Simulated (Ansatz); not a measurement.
## Nudged elastic band run: Si$_{8}$C$_{6}$N, charge +1

Input:

```yaml
crystal:
  lattice:
    - [-3.076, -5.327788, 0.0]
    - [4.614, -2.663894, 0.0]
    - [0.0, 0.0, 5.048]
  atoms:
    - { symbol: Si, position: [0.5007923, 0.323703, 0.0034939] }
    - { symbol: Si, position: [0.4975702, 0.6587823, 0.5027243] }
    - { symbol: C, position: [0.4962611, 0.3354664, 0.3889839] }
    - { symbol: C, position: [0.5017814, 0.6763604, 0.8969336] }
    - { symbol: Si, position: [0.2519351, 0.8340197, -0.003941] }
    - { symbol: Si, position: [0.2558007, 0.1545644, 0.5007584] }
    - { symbol: "N", position: [0.2520207, 0.8400734, 0.3830489] }
    - { symbol: C, position: [0.250843, 0.1651427, 0.8859012] }
    - { symbol: Si, position: [0.0005805, 0.3347135, 0.003985] }
    - { symbol: Si, position: [-0.0067009, 0.6701997, 0.4991133] }
    - { symbol: C, position: [0.0032493, 0.3417656, 0.3831928] }
    - { symbol: C, position: [0.0016571, 0.6635973, 0.890977] }
    - { symbol: Si, position: [0.7498651, 0.8227897, -0.0009528] }
    - { symbol: Si, position: [0.7537231, 0.1559008, 0.5036019] }
    - { symbol: C, position: [0.7512016, 0.1706285, 0.8748377] }
total_charge: 1
basis:
  ecutwfc: 420.0
kpoints:
  mp_grid: { grid: [2, 3, 3] }
hamiltonian:
  xc: pbesol
  pseudopotentials: { kind: paw, azcp: { folder: soft_1 } }
scf:
  occupations: { method: gaussian, width: 0.02 }
  lower_state_search: "off"
  max_iter: 84
neb:
  images: 3
  f_tol: 0.05
  max_iterations: 50
  order_check: false
  final_atoms:
    - { symbol: Si, position: [0.5000000267, 0.3333333511, 0.0] }
    - { symbol: Si, position: [0.5000000333, 0.6666666889, 0.5] }
    - { symbol: C, position: [0.5000000267, 0.3333333511, 0.385] }
    - { symbol: C, position: [0.5000000333, 0.6666666889, 0.885] }
    - { symbol: Si, position: [0.2500000267, 0.8333333511, 0.0] }
    - { symbol: Si, position: [0.2500000133, 0.1666666756, 0.5] }
    - { symbol: "N", position: [-0.2499999933, 0.8333333377, 0.385] }
    - { symbol: C, position: [0.2500000133, 0.1666666756, 0.885] }
    - { symbol: Si, position: [6.7e-09, 0.3333333377, 0.0] }
    - { symbol: Si, position: [1.33e-08, 0.6666666756, 0.5] }
    - { symbol: C, position: [6.7e-09, 0.3333333377, 0.385] }
    - { symbol: C, position: [1.33e-08, 0.6666666756, 0.885] }
    - { symbol: Si, position: [0.7500000466, 0.8333333644, 0.0] }
    - { symbol: Si, position: [0.7500000333, 0.1666666889, 0.5] }
    - { symbol: C, position: [0.7500000333, 0.1666666889, 0.885] }
```

Run as:

```bash
$ ansatz run input.yaml --threads 1 --pin off --max-ram 3072MiB --backend cpu --events-out ev --progress --plain --runs-dir out
```

Output, in part (warnings, iteration lines):

```
WARN: NEB end point (image 0): max|allowed force component| = 2.145e0 eV/Å (the criterion of neb.relax_end_points is 1.000e-2). That is over neb.f_tol: it is no minimum, so the barrier can be far off. Relax it first
WARN: NEB end point (image 4): max|allowed force component| = 9.717e-1 eV/Å (the criterion of neb.relax_end_points is 1.000e-2). That is over neb.f_tol: it is no minimum, so the barrier can be far off. Relax it first
NEB iter   1: max|band force component| = 7.460e1 eV/Å  barrier→ = 21.5698 eV  barrier← = 21.9839 eV  Δτ_max = 0.1989 Å  (43 SCF iters)
NEB iter   2: max|band force component| = 1.825e1 eV/Å  barrier→ = 5.5303 eV  barrier← = 5.9444 eV  Δτ_max = 0.1595 Å  (21 SCF iters)
NEB iter   3: max|band force component| = 1.034e1 eV/Å  barrier→ = 3.4147 eV  barrier← = 3.8288 eV  Δτ_max = 0.2000 Å  (22 SCF iters)
NEB iter   4: max|band force component| = 3.625e0 eV/Å  barrier→ = 2.0600 eV  barrier← = 2.4741 eV  Δτ_max = 0.1686 Å  (22 SCF iters)
NEB iter   5: max|band force component| = 8.282e-1 eV/Å  barrier→ = 1.7190 eV  barrier← = 2.1331 eV  Δτ_max = 0.2000 Å  (22 SCF iters)
NEB iter   6: max|band force component| = 1.639e0 eV/Å  barrier→ = 1.7415 eV  barrier← = 2.1556 eV  Δτ_max = 0.0983 Å  (22 SCF iters)
NEB iter   7: max|band force component| = 3.097e-1 eV/Å  barrier→ = 1.6138 eV  barrier← = 2.0278 eV  CI = image 2  Δτ_max = 0.0252 Å  (21 SCF iters)
NEB iter   8: max|band force component| = 3.462e-1 eV/Å  barrier→ = 1.6127 eV  barrier← = 2.0268 eV  CI = image 2  Δτ_max = 0.0126 Å  (19 SCF iters)
NEB iter   9: max|band force component| = 2.514e-1 eV/Å  barrier→ = 1.6093 eV  barrier← = 2.0234 eV  CI = image 2  Δτ_max = 0.0251 Å  (18 SCF iters)
NEB iter  10: max|band force component| = 2.932e-1 eV/Å  barrier→ = 1.6156 eV  barrier← = 2.0296 eV  CI = image 2  Δτ_max = 0.0351 Å  (18 SCF iters)
NEB iter  11: max|band force component| = 1.462e-1 eV/Å  barrier→ = 1.6211 eV  barrier← = 2.0352 eV  CI = image 2  Δτ_max = 0.0385 Å  (19 SCF iters)
NEB iter  12: max|band force component| = 1.606e-1 eV/Å  barrier→ = 1.6141 eV  barrier← = 2.0282 eV  CI = image 2  Δτ_max = 0.0193 Å  (17 SCF iters)
NEB iter  13: max|band force component| = 1.021e-1 eV/Å  barrier→ = 1.6120 eV  barrier← = 2.0260 eV  CI = image 2  Δτ_max = 0.0386 Å  (18 SCF iters)
NEB iter  14: max|band force component| = 5.848e-2 eV/Å  barrier→ = 1.6066 eV  barrier← = 2.0206 eV  CI = image 2  Δτ_max = 0.0236 Å  (18 SCF iters)
NEB iter  15: max|band force component| = 5.783e-2 eV/Å  barrier→ = 1.6064 eV  barrier← = 2.0205 eV  CI = image 2  Δτ_max = 0.0070 Å  (18 SCF iters)
NEB iter  16: max|band force component| = 9.919e-2 eV/Å  barrier→ = 1.6065 eV  barrier← = 2.0205 eV  CI = image 2  Δτ_max = 0.0035 Å  (14 SCF iters)
NEB iter  17: max|band force component| = 4.921e-2 eV/Å  barrier→ = 1.6064 eV  barrier← = 2.0204 eV  CI = image 2  Δτ_max = 0.0000 Å  (12 SCF iters)
Error: NEB band stopped at iteration 17: every band force meets `neb.f_tol`, and the climbing image, 1.61 eV above the higher end point, is dissociated in a way that neither end point is, and its saddle order is undetermined (no order was read). Sites 1 and 6 (counted from 0) are 1.9 times as far …
```

The run ended with an error. The band forces had met their threshold (the largest was 0.05 eV/Å), but the top image is dissociated in a way that neither end point is, so no saddle is shown and the energies are provisional: over the last iterations the top stayed at 1.61 eV. The end points aren't both relaxed to the band's threshold either. Limits of this set-up: PAW files made for another functional, charged cell in a uniform background, uncorrected.

Final band (atoms are numbered from 1 in the order of the input):

```
image  path coordinate (Å)  energy (eV)  Si5–N7 (Å)  Si6–N7 (Å)  N7–Si13 (Å)
    0                 0.00         0.00        1.95        1.78         3.63
    1                 0.95         0.33        1.89        1.79         3.03
    2                 1.90         1.61        2.68        1.87         2.69
    3                 2.86         0.34        3.03        2.82         1.90
    4                 3.81        -0.41        3.64        3.60         1.94
```

Time of the run: 2.3 min on 1 thread of AMD EPYC 9R45 96-Core Processor (Zen 5) (shared host), peak memory 0.51 GiB.
